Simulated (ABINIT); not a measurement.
GdO:

```
Gd O
1.0
     2.80181    0.00000    0.00000
     0.00000    2.80181    0.00000
     0.00000    0.00000    2.80181
Gd O
1 1
Cartesian
  0.0000 0.0000 0.0000
  1.4009 1.4009 1.4009
```

The cell comes from a database or a generator and needn't be the stable form of this composition.

Base run:

| Quantity | Value |
| --- | --- |
| Program | ABINIT 10.8.3 (patched build) |
| Functional | PBEsol |
| Potentials or basis | Ansatz PAW PBE default generated set, frozen core |
| Cutoff | 435 eV |
| k mesh | 7 × 7 × 7 |
| Occupations | gaussian, width 0.05 eV |
| Spin | collinear spin, ferromagnetic start |
| Starting moments | [7.0, 0.0] μB |
| Hubbard terms | Gd f U = 3 eV |

Its results: band gap on the k mesh none (metal or under the smearing width); pressure 38.8 GPa; net moment 7.22 μB per cell; site moments Gd +7.16; O -0.01 μB.

Question: The run is repeated on the same cell with these changes: functional from PBEsol to PBE. What comes out?

Answer: Band gap on the k mesh none (metal or under the smearing width); pressure 49.6 GPa; net moment 7.22 μB per cell; site moments Gd +7.16; O -0.01 μB.

PBE binds less tightly than PBEsol, so the same cell stands under more pressure.

Caveats: a pressure of tens of GPa on the cell as given is suspect, and the run, the potentials or the cell itself is likely at fault; spin-orbit coupling is left out, which moves the levels of the heavy elements; a cell with one magnetic atom can't hold antiferromagnetic order, which such compounds often take; the PAW data sets were made with another functional, which shifts forces and pressure a little (some runs).
